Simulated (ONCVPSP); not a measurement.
# Cu: the cost of one run

Method: ONCVPSP 4.0.1.1 (patched build), PBE, scalar-relativistic.

## (1) The design

The settings as typed:

* element: copper (Cu, Z = 29)
* type: optimised norm-conserving Vanderbilt (ONCV)
* frozen core: [Ne]
* valence charge: 19
* reference configuration: 3s2 3p6 3d10 4s1
* partial waves: 3s+4s: rc 1.10 bohr, ncon 4, nbas 9, qcut 12.4 1/bohr, 2 projectors; 3p: rc 1.05 bohr, ncon 4, nbas 9, qcut 11.3 1/bohr, 3 projectors, debl 0.6 Ha; 3d: rc 0.90 bohr, ncon 4, nbas 8, qcut 20.1 1/bohr, 2 projectors, debl 0.6 Ha; f scattering state at 0.07 Ha: rc 1.15 bohr, ncon 4, nbas 7, qcut 10.2 1/bohr, 2 projectors, debl 3.6 Ha
* local potential: polynomial inside 0.55 bohr (lpopt 5, dvloc0 4 Ha)
* core correction: polynomial model core, fcfact 0.2

An earlier all-electron run gives the scale for the radii.

All-electron outer shells of the reference configuration (PBE, scalar-relativistic, ld1.x):

```
shell  level (eV)  outermost node (bohr)  outermost maximum (bohr)
   2p     -916.98                      –                      0.16
   3s     -114.70                   0.29                      0.61
   3p      -72.14                   0.26                      0.62
   3d       -5.04                      –                      0.60
   4s       -4.61                   0.89                      2.27
   4p       -0.70                   0.97                      3.65
```

## (2) Generating the potential

Cu.dat reads:

```
# ATOM AND REFERENCE CONFIGURATION
# atsym  z   nc   nv     iexc    psfile
  Cu 29.00    3    4        4      upf
#
#   n    l    f
    1    0    2.00
    2    0    2.00
    2    1    6.00
    3    0    2.00
    3    1    6.00
    3    2   10.00
    4    0    1.00
#
# PSEUDOPOTENTIAL AND OPTIMIZATION
# lmax
    3
#
#   l,   rc,      ep,       ncon, nbas, qcut
    0    1.10    0.00    4    9   12.40
    1    1.05    0.00    4    9   11.30
    2    0.90    0.00    4    8   20.10
    3    1.15    0.07    4    7   10.20
#
# LOCAL POTENTIAL
# lloc, lpopt,  rc(5),   dvloc0
    4    5    0.55    4.00
#
# VANDERBILT-KLEINMAN-BYLANDER PROJECTORs
# l, nproj, debl
    0    2    3.00
    1    3    0.60
    2    2    0.60
    3    2    3.60
#
# MODEL CORE CHARGE
# icmod, fcfact, rcfact
    1    0.20    0.00
#
# LOG DERIVATIVE ANALYSIS
# epsh1, epsh2, depsh
   -6.00    5.00    0.04
#
# OUTPUT GRID
# rlmax, drl
    6.00    0.01
#
# TEST CONFIGURATIONS
# ncnf
    4
# nvcnf
#   n    l    f
    4
    3    0    2.00
    3    1    6.00
    3    2   10.00
    4    0    0.00
#
    4
    3    0    2.00
    3    1    6.00
    3    2    9.00
    4    0    0.00
#
    4
    3    0    2.00
    3    1    6.00
    3    2    8.00
    4    0    0.00
#
    4
    3    0    2.00
    3    1    5.00
    3    2   10.00
    4    0    1.00
#
```

Launch:

```bash
$ oncvpsp.x < Cu.dat > Cu.out
```

**Question.** How long does this run take on 1 thread of Neoverse-V2, shared host?

About 5.2 s.
